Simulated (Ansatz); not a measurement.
The input (input.yaml):

```yaml
accuracy: low
crystal:
  lattice:
    - [0.0, 0.0, 5.397738]
    - [6.578388, -2.70657, 2.698869]
    - [6.578388, 2.70657, 2.698869]
  atoms:
    - { symbol: Li, position: [0.05598771, -0.03974806, 0.01933057] }
    - { symbol: Li, position: [0.72871271, 0.27384368, 0.2276033] }
    - { symbol: B, position: [0.14728658, 0.8827231, 0.3513319] }
    - { symbol: B, position: [0.84757015, 0.63867859, 0.13696749] }
    - { symbol: H, position: [0.35068476, 0.8181334, 0.42500489] }
    - { symbol: H, position: [0.03770525, 0.73385671, -0.01822701] }
    - { symbol: H, position: [0.52059077, 0.22968688, 0.93780714] }
    - { symbol: H, position: [0.16806332, 0.24614967, 0.66104967] }
    - { symbol: H, position: [0.47193559, 0.44375478, -0.0141829] }
    - { symbol: H, position: [0.32983793, 0.12104927, 0.5008483] }
    - { symbol: H, position: [0.1523602, 0.10193974, 0.13516607] }
    - { symbol: H, position: [0.91797181, 0.44320815, 0.35350791] }
    - { symbol: Li, position: [0.53863243, 0.46921173, 0.49457052] }
    - { symbol: Li, position: [0.28652294, 0.740807, 0.74472972] }
    - { symbol: B, position: [0.61116855, 0.39431707, 0.8640373] }
    - { symbol: B, position: [0.35753581, 0.10691643, 0.66088805] }
    - { symbol: H, position: [0.82418783, 0.3078003, 0.93591918] }
    - { symbol: H, position: [0.57945811, 0.13963527, 0.62174628] }
    - { symbol: H, position: [0.1456606, 0.70407993, 0.37851325] }
    - { symbol: H, position: [0.66758245, 0.79366331, 0.11830813] }
    - { symbol: H, position: [0.92302922, 0.90695291, 0.45673448] }
    - { symbol: H, position: [0.77141343, 0.6105964, 1.02594875] }
    - { symbol: H, position: [0.62416131, 0.60181353, 0.63621205] }
    - { symbol: H, position: [0.36862779, 0.87808624, 0.87346651] }
basis:
  ecutwfc: 500.0
kpoints:
  mp_grid: { grid: [2, 2, 2] }
hamiltonian:
  xc: r2scan
  dispersion: d3bj
scf:
  occupations: { method: fermi_dirac, width: 0.05 }
  lower_state_search: "off"
md:
  timestep: 0.5
  n_steps: 60
  ensemble: nvt_nose_hoover
  temperature: 800.0
  initial_velocities: maxwell_boltzmann
  seed: 684580
  nose_hoover: { tau: 50.0, chain_length: 1 }
```

Launched with:

```bash
$ ansatz run input.yaml --threads 1 --pin off --max-ram 3072MiB --backend cpu --events-out ev --progress --plain --runs-dir out
```

Hardware: 1 thread of Arm Neoverse V1, on a shared host.

**Question.** Roughly how long does this run take, and how much memory?

**Answer.** 10 min, with a peak of 0.75 GiB, for 61 ionic steps.
